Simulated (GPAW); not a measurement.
# HfGe (P-6m2) in GPAW: convergence with bands over the usual count

Aim: find how far bands over the usual count must go before the results for HfGe settle, at PBEsol. This setting moves, with any that are tied to it; all else stays.

All numbers are computed with GPAW 26.7.0; they aren't measurements. Logs are shortened: lines on timing, memory, paths and dates and some standing lists are left out, and cuts for length are marked. The log counts tension as positive stress, the text compression.

## Step 1: The structure

Symmetry: P-6m2, No. 187, hexagonal system. Conventional cell: a = 3.934 Å, b = 3.934 Å, c = 3.510 Å, α = 90.00°, β = 90.00°, γ = 120.00°. Hf (site symmetry -6m2) is surrounded by 3 Ge at 2.27 Å. Ge (site symmetry -6m2) has 3 Hf at 2.27 Å as nearest neighbours.

The cell was built by a generator and needn't be a form met in nature.

## Step 2: With bands over the usual count 0.72

run.py reads:

```python
from ase.dft.bandgap import bandgap
from ase.io import read, write
from ase.units import GPa
from gpaw import GPAW, PW, setup_paths

setup_paths.insert(0, '.')

atoms = read('HfGe.xyz')

calc = GPAW(mode=PW(600),
            xc='PBEsol',
            kpts={'size': (6, 6, 6), 'gamma': True},
            occupations={'name': 'fermi-dirac', 'width': 0.05},
            nbands=13,
            convergence={'density': 1e-05, 'energy': 1e-05},
            maxiter=100,
            txt='gpaw.txt')
atoms.calc = calc
energy = atoms.get_potential_energy()
forces = atoms.get_forces()
stress = atoms.get_stress()
calc.write('gs.gpw')
write('result.traj', atoms)
print(f'Energy: {energy:.6f} eV')
print('Forces (eV/A):')
print(forces.round(4))
print('Stress (GPa):', (stress / GPa).round(3))
print('Fermi level:', round(calc.get_fermi_level(), 4), 'eV')
print(f'Gap: {bandgap(calc)[0]:.4f} eV, direct: {bandgap(calc, direct=True)[0]:.4f} eV')
```

HfGe.xyz reads:

```xyz
2
Lattice="3.9335093854 0.0000000000 0.0000000000 -1.9667546927 3.4065190538 0.0000000000 0.0000000000 0.0000000000 3.5096193900" Properties=species:S:1:pos:R:3 pbc="T T T"
Hf     0.0000000000      0.0000000000      1.7548096950
Ge    -0.0000000002      2.2710127026      1.7548096950
```

Potentials or basis: PAW data sets generated in the run's folder for this functional, pw.

Command:

```sh
$ gpaw-setup -f PBEsol Ge Hf
$ OMP_NUM_THREADS=1 python run.py
```

Wall time 12 s (1 thread of Intel Xeon Platinum 8488C (Sapphire Rapids), shared host); peak memory 0.16 GiB.

Results:

* Free energy: -9.0500 eV
* Pressure: 34.0 GPa
* Band gap on the k mesh: none (metal or under the smearing width)

## Step 3: With bands over the usual count 0.8

Edit run.py of step 2 so:

```diff
@@ -13,3 +13,3 @@
             occupations={'name': 'fermi-dirac', 'width': 0.05},
-            nbands=13,
+            nbands=14,
             convergence={'density': 1e-05, 'energy': 1e-05},
```

HfGe.xyz is that of step 2.

Potentials or basis: PAW data sets generated in the run's folder for this functional, pw.

Command:

```sh
$ gpaw-setup -f PBEsol Ge Hf
$ OMP_NUM_THREADS=1 python run.py
```

It took 12 s on 1 thread of Intel Xeon Platinum 8488C (Sapphire Rapids), shared host; peak memory 0.16 GiB.

Results (log left out):

- Free energy: -9.0500 eV
- Pressure: 34.0 GPa
- Band gap on the k mesh: none (metal or under the smearing width)

## Step 4: With bands over the usual count 0.9

Edit run.py of step 3 so:

```diff
@@ -13,3 +13,3 @@
             occupations={'name': 'fermi-dirac', 'width': 0.05},
-            nbands=14,
+            nbands=16,
             convergence={'density': 1e-05, 'energy': 1e-05},
```

HfGe.xyz is that of step 3.

Command:

```sh
$ gpaw-setup -f PBEsol Ge Hf
$ OMP_NUM_THREADS=1 python run.py
```

It took 13 s on 1 thread of Intel Xeon Platinum 8488C (Sapphire Rapids), shared host; peak memory 0.16 GiB.

The run converged. Its results:

```
Free energy            : -9.0500 eV
Pressure               : 34.0 GPa
Band gap on the k mesh : none (metal or under the smearing width)
```

## Step 5: With bands over the usual count 1

Edit run.py of step 4 so:

```diff
@@ -13,3 +13,3 @@
             occupations={'name': 'fermi-dirac', 'width': 0.05},
-            nbands=16,
+            nbands=18,
             convergence={'density': 1e-05, 'energy': 1e-05},
```

HfGe.xyz is that of step 4.

Command:

```sh
$ gpaw-setup -f PBEsol Ge Hf
$ OMP_NUM_THREADS=1 python run.py
```

Run time: 14 s. Hardware: 1 thread of Intel Xeon Platinum 8488C (Sapphire Rapids), shared host; peak memory 0.16 GiB.

The run converged. Its results:

| Item | Value |
| --- | --- |
| Free energy | -9.0500 eV |
| Pressure | 34.0 GPa |
| Band gap on the k mesh | none (metal or under the smearing width) |

## Step 6: With bands over the usual count 1.3

Edit run.py of step 5 so:

```diff
@@ -13,3 +13,3 @@
             occupations={'name': 'fermi-dirac', 'width': 0.05},
-            nbands=18,
+            nbands=23,
             convergence={'density': 1e-05, 'energy': 1e-05},
```

HfGe.xyz is that of step 5.

Potentials or basis: PAW data sets generated in the run's folder for this functional, pw.

Command:

```sh
$ gpaw-setup -f PBEsol Ge Hf
$ OMP_NUM_THREADS=1 python run.py
```

Wall time 16 s (1 thread of Intel Xeon Platinum 8488C (Sapphire Rapids), shared host); peak memory 0.16 GiB.

It converged, with:

```
Free energy            : -9.0500 eV
Pressure               : 34.0 GPa
Band gap on the k mesh : none (metal or under the smearing width)
```

## Step 7: With bands over the usual count 1.7

Edit run.py of step 6 so:

```diff
@@ -13,3 +13,3 @@
             occupations={'name': 'fermi-dirac', 'width': 0.05},
-            nbands=23,
+            nbands=30,
             convergence={'density': 1e-05, 'energy': 1e-05},
```

HfGe.xyz is that of step 6.

Command:

```sh
$ gpaw-setup -f PBEsol Ge Hf
$ OMP_NUM_THREADS=1 python run.py
```

It took 19 s on 1 thread of Intel Xeon Platinum 8488C (Sapphire Rapids), shared host; peak memory 0.17 GiB.

The run converged. Its results:

* Free energy: -9.0500 eV
* Pressure: 34.0 GPa
* Band gap on the k mesh: none (metal or under the smearing width)

## Step 8: With bands over the usual count 2.5

Edit run.py of step 7 so:

```diff
@@ -13,3 +13,3 @@
             occupations={'name': 'fermi-dirac', 'width': 0.05},
-            nbands=30,
+            nbands=44,
             convergence={'density': 1e-05, 'energy': 1e-05},
```

HfGe.xyz is that of step 7.

Potentials or basis: PAW data sets generated in the run's folder for this functional, pw.

Command:

```sh
$ gpaw-setup -f PBEsol Ge Hf
$ OMP_NUM_THREADS=1 python run.py
```

gpaw.txt:

```text
__  _  _
 | _ |_)|_||  |
 |__||  | ||/\| - 26.7.0

Input parameters:
  mode=PW(ecut=600.0),
  convergence={'density': 1e-05, 'energy': 1e-05},
  kpts=MonkhorstPack(size=(6, 6, 6), gamma=True),
  maxiter=100,
  nbands=44,
  occupations=Occupations(name='fermi-dirac', width=0.05),
  xc=XC(name='PBEsol')

Diagonalizing LCAO Hamiltonian
Converting LCAO to pw mode

         Ge
       Hf

Atoms  # Å, Bohr magnetons
|   | symbol |         x |        y |        z |    initial magnetic moments |
|---|--------|-----------|----------|----------|-----------------------------|
| 0 |     Hf |  0.000000 | 0.000000 | 1.754810 | ( 0.0000,  0.0000,  0.0000) |
| 1 |     Ge | -0.000000 | 2.271013 | 1.754810 | ( 0.0000,  0.0000,  0.0000) |

Unit cell  # Å
| periodic |         x |        y |        z |  lengths |     angles |
|----------|-----------|----------|----------|----------|------------|
|      yes |  3.933509 | 0.000000 | 0.000000 | 3.933509 |  90.000000 |
|      yes | -1.966755 | 3.406519 | 0.000000 | 3.933509 |  90.000000 |
|      yes |  0.000000 | 0.000000 | 3.509619 | 3.509619 | 120.000000 |

Number of symmetries: 12
Symmetry operations  # r_c * U_cc + t_c -> r_c
|    | kind |            matrix            |
|----|------|------------------------------|
|  0 |  σ   |  1, 1, 0,  0,-1, 0,  0, 0, 1 |
|  1 |  C2  |  1, 1, 0,  0,-1, 0,  0, 0,-1 |
|  2 |  E   |  1, 0, 0,  0, 1, 0,  0, 0, 1 |
|  3 |  σ   |  1, 0, 0,  0, 1, 0,  0, 0,-1 |
|  4 |  C3  |  0, 1, 0, -1,-1, 0,  0, 0, 1 |
|  5 |  S3  |  0, 1, 0, -1,-1, 0,  0, 0,-1 |
|  6 |  σ   |  0,-1, 0, -1, 0, 0,  0, 0, 1 |
|  7 |  C2  |  0,-1, 0, -1, 0, 0,  0, 0,-1 |
|  8 |  σ   | -1, 0, 0,  1, 1, 0,  0, 0, 1 |
|  9 |  C2  | -1, 0, 0,  1, 1, 0,  0, 0,-1 |
| 10 |  C3  | -1,-1, 0,  1, 0, 0,  0, 0, 1 |
| 11 |  S3  | -1,-1, 0,  1, 0, 0,  0, 0,-1 |

BZ-sampling:
  Number of BZ points: 216
  Number of IBZ points: 28

  Monkhorst-Pack size: [6, 6, 6]
  Monkhorst-Pack shift: [0.08333333333333333, 0.08333333333333333, 0.08333333333333333]

K-points  # in reciprocal-cell coordinates
|     |                                coordinates |     weight |
|-----|--------------------------------------------|------------|
|   0 | (  0.00000000,   0.00000000,   0.00000000) | 0.00462963 |
|   1 | (  0.00000000,   0.00000000,   0.16666667) | 0.00925926 |
|   2 | (  0.00000000,   0.00000000,   0.33333333) | 0.00925926 |
|   3 | (  0.00000000,   0.00000000,   0.50000000) | 0.00462963 |
|   4 | (  0.16666667,   0.00000000,   0.00000000) | 0.02777778 |
|   5 | (  0.16666667,   0.00000000,   0.16666667) | 0.05555556 |
|   6 | (  0.16666667,   0.00000000,   0.33333333) | 0.05555556 |
|   7 | (  0.16666667,   0.00000000,   0.50000000) | 0.02777778 |
|   8 | (  0.33333333,  -0.16666667,   0.00000000) | 0.02777778 |
|   9 | (  0.33333333,  -0.16666667,   0.16666667) | 0.05555556 |
| ... |                                            |            |
|  27 | (  0.50000000,   0.50000000,   0.50000000) | 0.01388889 |

Plane wave coefficients: 1590
Cutoff: 600.0 eV

Spin-components: 1 (collinear spins)
Bands:           44
Projectors:      11
Spin-degeneracy: 2
Datatype:        complex128

Parallelization:
  kpt:    1
  domain: 1
  band:   1

Density:
  Valence electrons: 16.0
  Components: 1
  Grid points: [24 24 20]
  Charge: 0.0  # |e|

Potential:
  Grid points: [24 24 20]

species:
  Hf:
    name:    Hafnium
    Z:       72.0
    valence: 12
    core:    60
    charge:  0.0  # [|e|]
    compensation charges:
      type: gauss
      rc: 0.41  # [Å]
      lmax: 2
    cutoffs:
      filter: 2.36  # [Å]
      core: 4.02  # [Å]
    projectors
    | kind |    occ | energy [eV] | rcut [Å] |
    |------|--------|-------------|----------|
    |   5s |  2.000 |     -66.855 |    1.397 |
    |   6s |  2.000 |      -5.120 |    1.397 |
    |   5p |  6.000 |     -35.615 |    1.307 |
    |   6p |  0.000 |      -1.375 |    1.307 |
    |   5d |  2.000 |      -2.724 |    1.334 |
    |    d |        |      24.487 |    1.334 |

    Using partial waves for Hf as LCAO basis

  Ge:
    name:    Germanium
    Z:       32.0
    valence: 4
    core:    28
    charge:  0.0  # [|e|]
    compensation charges:
      type: gauss
      rc: 0.32  # [Å]
      lmax: 2
    cutoffs:
      filter: 1.77  # [Å]
      core: 3.42  # [Å]
    projectors
    | kind |    occ | energy [eV] | rcut [Å] |
    |------|--------|-------------|----------|
    |   4s |  2.000 |     -11.738 |    1.005 |
    |   4p |  2.000 |      -3.898 |    1.005 |
    |    s |        |      15.473 |    1.005 |
    |    p |        |      23.314 |    1.005 |
    |    d |        |       0.000 |    1.005 |

    Using partial waves for Ge as LCAO basis

Reference energy: -466818.135256  # eV

eigensolver:
  PPCG
  Converge bands: occupied
  niter=2

density mixing:
  MSR1-Mixer
  Pratt-step length: 0.05
  Maximum mixing coefficient: 0.75
  Old densities: 10
  SVD Regularization: 0.005
  Good broyden scale: 1.0
  Trust region scale: 1.0
  Backstep threshold: 4.0
  History deletion threshold: 6.0
  Fourier metric: weight=20.0, sigma=0.015

occupation numbers:
  Fermi-Dirac:
    width: 0.0500  # eV

poisson solver:
  ecut: 4800.0  # eV

xc functional:
  name: PBEsol with 2 nearest neighbor stencil

convergence criteria:
- Maximum integral of absolute [dens]ity change: 1e-05 electrons / valence electron
- Maximum [total energy] change in last 3 cyles: 1e-05 eV / valence electron
- Maximum integral of absolute [eigenst]ate change: 4e-08 eV^2 / valence electron
maximum number of iterations: 100

SCF iterations
|iter     | |      energy | eigst |  dens |
|---------|-|-------------|-------|-------|
|iter:   1| |   -9.559437 | +0.31 |       |
|iter:   2| |   -9.471499 | -2.04 | -0.98 |
|iter:   3| |   -9.076633 | -2.16 | -1.02 |
|iter:   4| |   -9.039585 | -3.53 | -1.62 |
|iter:   5| |   -9.041927 | -4.59 | -2.05 |
|iter:   6| |   -9.042499 | -4.69 | -2.38 |
|iter:   7| |   -9.042507 | -6.66 | -3.30 |
|iter:   8| |   -9.042505c| -8.40c| -4.03 |
|iter:   9| |   -9.042505c| -8.29c| -4.60 |
|iter:  10| |   -9.042505c| -9.17c| -5.39c|

Converged in 10 steps
Energy contributions relative to reference atoms: (reference = -466818.135256)

Energy contributions:
  Kinetic:          70.220995
  Coulomb:         -59.603582
  Zero:             -0.498587
  External:          0.000000
  Xc:              -19.153814
  Entropy:          -0.015033
  Spinorbit:         0.000000
  ----------------------------
  Free energy:      -9.050022
  Extrapolated:     -9.042505

dipole moment: (-8.426578, -11.565793, 0.000095)  # |e|*Ang

Fermi level: 6.714
Eigenvalues  # (at kpt = [0.000, 0.000, 0.000])
| band index |      eig [eV] | occ [0-2] |
|------------|---------------|-----------|
|          0 |       -54.949 |     2.000 |
|          1 |       -23.983 |     2.000 |
|          2 |       -23.983 |     2.000 |
|          3 |       -23.870 |     2.000 |
|          4 |        -3.421 |     2.000 |
|          5 |         4.134 |     2.000 |
|          6 |         4.134 |     2.000 |
|          7 |         5.373 |     2.000 |
|          8 |         9.246 |     0.000 |
|          9 |         9.746 |     0.000 |
|         10 |         9.746 |     0.000 |
|         11 |        11.760 |     0.000 |
|         12 |        14.448 |     0.000 |
|         13 |        14.448 |     0.000 |
|         14 |        16.342 |     0.000 |
|         15 |        19.144 |     0.000 |
|        ... |               |           |
|         43 |        46.648 |     0.000 |

No gap
No difference between direct/indirect transitions

Forces  # eV/Ang
|        x |        y |       z |
|----------|----------|---------|
| -0.00000 | -0.00000 | 0.00000 |  # Hf   0
|  0.00000 |  0.00000 | 0.00000 |  # Ge   1

Stress tensor  # eV/Ang^3
|         x |         y |        z |
|-----------|-----------|----------|
| -0.357186 |  0.000000 | 0.000000 |
|  0.000000 | -0.357186 | 0.000000 |
|  0.000000 |  0.000000 | 0.077063 |

# Writing to gs.gpw (mode='')
```

stdout:

```text
Energy: -9.042505 eV
Forces (eV/A):
[[-0. -0.  0.]
 [ 0.  0.  0.]]
Stress (GPa): [-57.227 -57.227  12.347   0.      0.      0.   ]
Fermi level: 6.7138 eV
Gap: 0.0000 eV, direct: 0.0000 eV
```

Run time: 27 s. Hardware: 1 thread of Intel Xeon Platinum 8488C (Sapphire Rapids), shared host; peak memory 0.18 GiB.

What came out:

```
Free energy            : -9.0500 eV
Pressure               : 34.0 GPa
Band gap on the k mesh : none (metal or under the smearing width)
```

## Step 9: Result

| bands over the usual count | energy less the tightest run, at zero smearing (meV/atom) | SCF cycles | CPU time (s) | peak memory (GiB) |
| --- | --- | --- | --- | --- |
| 0.72 | 0.00 | 10 | 12 | 0.16 |
| 0.8 | 0.00 | 10 | 12 | 0.16 |
| 0.9 | 0.00 | 10 | 13 | 0.16 |
| 1 | 0.00 | 10 | 14 | 0.16 |
| 1.3 | 0.00 | 10 | 16 | 0.16 |
| 1.7 | 0.00 | 10 | 19 | 0.17 |
| 2.5 | 0.00 | 10 | 27 | 0.18 |

Against the tightest run, the energy stays within 1 meV/atom from 0.72 on. The tightest run that finished is the yardstick and may itself not be fully converged.

Caveats: a pressure of tens of GPa on the cell as given is suspect, and the run, the potentials or the cell itself is likely at fault.
